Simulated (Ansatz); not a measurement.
# Sn2GeP2: the cost of one run

Program: Ansatz 0.2.0. Level of theory: DFT PBE, scalar-relativistic, plane waves, PAW. These are calculated values, not measurements.

3 further runs of the same task are left out: 2 that didn't finish, 1 set aside as unsound or not needed.

### Step 1. Starting point

The structure is trigonal, space group P-3m1 (No. 164). Conventional cell: a = 4.495 Å, b = 4.495 Å, c = 7.593 Å, α = 90.00°, β = 90.00°, γ = 120.00°. Sn (site symmetry 3m) is surrounded by 4 P at 2.74 to 2.85 Å. Ge (site symmetry -3m) has 6 P at 3.23 Å as nearest neighbours. P (site symmetry 3m) has 4 Sn at 2.74 to 2.85 Å and 3 Ge at 3.23 Å as nearest neighbours.

Coordinates:

```
CELL_PARAMETERS angstrom
4.49490 0.00000 0.00000
-2.24745 3.89270 0.00000
0.00000 0.00000 7.59269
ATOMIC_POSITIONS crystal
Sn 0.66667 0.33333 0.37033
Sn 0.33333 0.66667 0.62967
Ge 0.00000 0.00000 0.00000
P 0.66667 0.33333 0.74603
P 0.33333 0.66667 0.25397
```

A structure generator made this guess: species swapped into a database cell of YbAl2Ge2 (P-3m1, No. 164), with Ge on the Yb sites, Sn on the Al sites and P on the Ge sites. Lengths come from tabulated atomic sizes and are only a guess.

### Step 2. The guess as it stands, on a coarse mesh

input.yaml

```yaml
crystal:
  lattice:
    - [4.49489872, 0.0, 0.0]
    - [-2.24744936, 3.89269648, 0.0]
    - [0.0, 0.0, 7.59268525]
  atoms:
    - { symbol: Sn, position: [0.66666667, 0.33333333, 0.37032899] }
    - { symbol: Sn, position: [0.33333333, 0.66666667, 0.62967101] }
    - { symbol: Ge, position: [0.0, 0.0, 0.0] }
    - { symbol: P, position: [0.66666667, 0.33333333, 0.74602699] }
    - { symbol: P, position: [0.33333333, 0.66666667, 0.25397301] }
basis:
  ecutwfc: 420
kpoints:
  mp_grid: { grid: [6, 6, 2] }
hamiltonian:
  xc: pbe
scf:
  occupations: { method: gaussian, width: 0.1 }
  lower_state_search: "off"
output:
  forces: true
  stress: true
  eigenvalues: true
```

Launch:

```
> ansatz run input.yaml --threads 1 --pin off --max-ram 2560MiB --backend cpu --events-out ev --progress --plain --runs-dir out
```

**Question.** How long does this run take on 1 thread of Arm Neoverse V2, shared host, and how much memory does it need?

About 4.3 s, with a peak of 0.39 GiB.
